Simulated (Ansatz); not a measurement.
# CH₉N₄Ta: up Jacob's ladder to CCSD(T)

An exercise on one series of results from a longer session: the logs are not shown, and one member is left open.

Program: Ansatz 0.2.0, Gaussian basis. Level of theory: functionals in def2-TZVPP, the program's frozen cores in correlated methods. These are calculated values, not measurements.

The runs, in order: LDA (SPW92), PBE-D4, revPBE-D4, BLYP-D4, r2SCAN-D4, B97M-V, PBE0-D4, B3LYP-D4, r2SCANh-D4, r2SCAN0-D4, HSE06-D4, BHLYP-D4, CAM-B3LYP-D4, LC-ωPBE, ωB97X-V, ωB97M-V, B2PLYP, PBE-QIDH; CCSD(T)/def2-SVP; MP2/def2-TZVPP; MP2/def2-QZVPP; RPA on PBE.

## The geometry

The geometry comes from an earlier relaxation with PBE0-D4 in a triple-zeta def2 set; it is a stationary point, not always the lowest conformer. Ta takes the def2 core potential; no spin-orbit term is included.

SMILES `C[N]=[Ta]([NH2])([NH2])[NH2]`, 15 atoms, charge 0, spin multiplicity 1.

Atoms are counted from 1 here; the program's logs count them from 0.

Bond lengths: C1–N2 1.418 Å, C1–H7 1.097 Å, C1–H8 1.097 Å, C1–H9 1.097 Å, N2–Ta3 1.778 Å, Ta3–N4 1.994 Å, Ta3–N5 1.994 Å, Ta3–N6 2.018 Å, N4–H10 1.011 Å, N4–H11 1.008 Å, N5–H12 1.011 Å, N5–H13 1.008 Å, N6–H14 1.011 Å, N6–H15 1.011 Å. Angles: N2–C1–H7 112.2°, N2–C1–H8 111.2°, N2–C1–H9 111.2°, H7–C1–H8 107.5°, H7–C1–H9 107.5°, H8–C1–H9 107.1°, C1–N2–Ta3 168.8°, N2–Ta3–N4 105.4°, N2–Ta3–N5 105.4°, N2–Ta3–N6 116.0°, N4–Ta3–N5 116.8°, N4–Ta3–N6 106.8°, N5–Ta3–N6 106.8°, Ta3–N4–H10 123.7°, Ta3–N4–H11 126.0°, H10–N4–H11 109.8°, Ta3–N5–H12 123.7°, Ta3–N5–H13 125.9° and more.

As a file:

```xyz
15
charge 0, multiplicity 1
C     0.4791   -2.0508    1.4870
N     0.3751   -0.9383    0.6146
Ta   -0.0799    0.4772   -0.3612
N     0.0762   -0.1159   -2.2590
N     1.1394    1.9414    0.2277
N    -1.9648    1.1527   -0.1136
H    -0.4539   -2.2378    2.0333
H     1.2716   -1.8989    2.2304
H     0.7266   -2.9659    0.9346
H    -0.0529    0.4990   -3.0509
H     0.4219   -1.0088   -2.5739
H     1.1745    2.8520   -0.2100
H     1.8961    1.8517    0.8875
H    -2.2553    1.7020    0.6833
H    -2.7754    0.6896   -0.5004
```

Set-up of the first run:

in.yaml

```yaml
crystal:
  periodic: [false, false, false]
  atoms:
    - {symbol: C, position_ang: [0.479059, -2.050844, 1.486976]}
    - {symbol: N, position_ang: [0.375111, -0.938305, 0.614618]}
    - {symbol: Ta, position_ang: [-0.079880, 0.477228, -0.361236]}
    - {symbol: N, position_ang: [0.076191, -0.115896, -2.259037]}
    - {symbol: N, position_ang: [1.139386, 1.941449, 0.227731]}
    - {symbol: N, position_ang: [-1.964833, 1.152683, -0.113571]}
    - {symbol: H, position_ang: [-0.453914, -2.237750, 2.033338]}
    - {symbol: H, position_ang: [1.271569, -1.898876, 2.230352]}
    - {symbol: H, position_ang: [0.726596, -2.965916, 0.934577]}
    - {symbol: H, position_ang: [-0.052853, 0.499017, -3.050936]}
    - {symbol: H, position_ang: [0.421877, -1.008777, -2.573905]}
    - {symbol: H, position_ang: [1.174459, 2.851999, -0.209970]}
    - {symbol: H, position_ang: [1.896120, 1.851661, 0.887471]}
    - {symbol: H, position_ang: [-2.255277, 1.702034, 0.683324]}
    - {symbol: H, position_ang: [-2.775409, 0.689594, -0.500432]}
basis:
  gaussian: {orbitals: def2-TZVPP}
hamiltonian: {xc: lda}
output: {orbitals: {seedname: orbitals}}
```

Run with:

```bash
$ ansatz run in.yaml --threads 4 --pin off --events-out ev --progress --plain --max-ram 11315MiB
```

Steps of the session up to this table: LDA; PBE-D4 (GGA); revPBE-D4 (GGA); BLYP-D4 (GGA); r2SCAN-D4 (meta-GGA); B97M-V (meta-GGA); PBE0-D4 (hybrid); B3LYP-D4 (hybrid); r2SCANh-D4 (hybrid); r2SCAN0-D4 (hybrid); HSE06-D4 (hybrid); BHLYP-D4 (hybrid); CAM-B3LYP-D4 (range-separated); LC-ωPBE (range-separated); ωB97X-V (range-separated); ωB97M-V (range-separated); B2PLYP (double hybrid); PBE-QIDH (double hybrid).

One table of the session follows, with a row left open; its other results are not shown here.

It belongs to the step «Orbital energies across the functionals». 

| functional | HOMO (eV) | gap (eV) |
| --- | --- | --- |
| LDA (SPW92) | -5.26 | 4.23 |
| PBE-D4 | -5.11 | 4.29 |
| revPBE-D4 | -5.05 | 4.32 |
| BLYP-D4 | -4.99 | 4.27 |
| r2SCAN-D4 | -5.35 | 4.74 |
| B97M-V | -5.41 | 4.80 |
| PBE0-D4 | -6.38 | 6.44 |
| B3LYP-D4 | -6.16 | 5.98 |
| r2SCANh-D4 | -5.83 | 5.53 |
| r2SCAN0-D4 | -6.55 | 6.74 |
| HSE06-D4 | -5.98 | 5.66 |
| BHLYP-D4 | ? | ? |
| CAM-B3LYP-D4 | -7.72 | 8.61 |
| LC-ωPBE | -9.05 | 11.13 |
| ωB97X-V | -8.71 | 10.57 |
| ωB97M-V | -8.64 | 10.05 |

Q: Estimate the row for BHLYP-D4 from the others.

Worked estimate for «HOMO (eV)». Against the share of exact exchange, BLYP-D4 (0, -4.99), B3LYP-D4 (0.2, -6.16) give a slope of -5.85 per unit share; at 0.5 the line stands at -7.91.

The run gave: HOMO (eV): -7.54; gap (eV): 8.27. In «HOMO (eV)» the line misses by -0.37.
